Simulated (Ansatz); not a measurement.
# Cs2CdCl3: the cost of one run

Program: Ansatz 0.2.0. Level of theory: DFT PBE, scalar-relativistic, plane waves, PAW. These are calculated values, not measurements.

1 further run of the same task is left out (it didn't finish).

**1. Starting point**

Symmetry: P6/mmm, No. 191, hexagonal system. The conventional cell has a = 7.146 Å, b = 7.146 Å, c = 4.730 Å, α = 90.00°, β = 90.00°, γ = 120.00°. Around Cs (site symmetry -6m2) lie 6 Cl at 3.14 Å. Around Cd (site symmetry 6/mmm) lie 6 Cs at 4.13 Å and 12 Cl at 4.28 Å. Cl (site symmetry mmm) has 4 Cs at 3.14 Å and 4 Cd at 4.28 Å as nearest neighbours.

Coordinates:

```
CELL_PARAMETERS angstrom
7.14573 0.00000 0.00000
-3.57286 6.18838 0.00000
0.00000 0.00000 4.72960
ATOMIC_POSITIONS crystal
Cs 0.66667 0.33333 0.00000
Cs 0.33333 0.66667 0.00000
Cd 0.00000 0.00000 0.00000
Cl 0.50000 0.00000 0.50000
Cl 0.00000 0.50000 0.50000
Cl 0.50000 0.50000 0.50000
```

The cell is invented: species swapped into a database cell of GdSi2Rh3 (P6/mmm, No. 191), with Cd on the Gd sites, Cs on the Si sites and Cl on the Rh sites. Its size is a rough estimate.

**2. A first look at the guess**

Input file input.yaml:

```yaml
crystal:
  lattice:
    - [7.1457259, 0.0, 0.0]
    - [-3.57286295, 6.18838016, 0.0]
    - [0.0, 0.0, 4.72960417]
  atoms:
    - { symbol: Cs, position: [0.66666667, 0.33333333, 0.0] }
    - { symbol: Cs, position: [0.33333333, 0.66666667, 0.0] }
    - { symbol: Cd, position: [0.0, 0.0, 0.0] }
    - { symbol: Cl, position: [0.5, 0.0, 0.5] }
    - { symbol: Cl, position: [0.0, 0.5, 0.5] }
    - { symbol: Cl, position: [0.5, 0.5, 0.5] }
basis:
  ecutwfc: 420
kpoints:
  mp_grid: { grid: [3, 3, 4] }
hamiltonian:
  xc: pbe
scf:
  occupations: { method: gaussian, width: 0.1 }
  lower_state_search: "off"
output:
  forces: true
  stress: true
  eigenvalues: true
```

Launch:

```console
$ ansatz run input.yaml --threads 1 --pin off --max-ram 2048MiB --backend cpu --events-out ev --progress --plain --runs-dir out
```

**Question.** How long does this run take on 1 thread of Arm Neoverse V1, shared host, and how much memory does it need?

About 6.3 s, with a peak of 0.44 GiB.
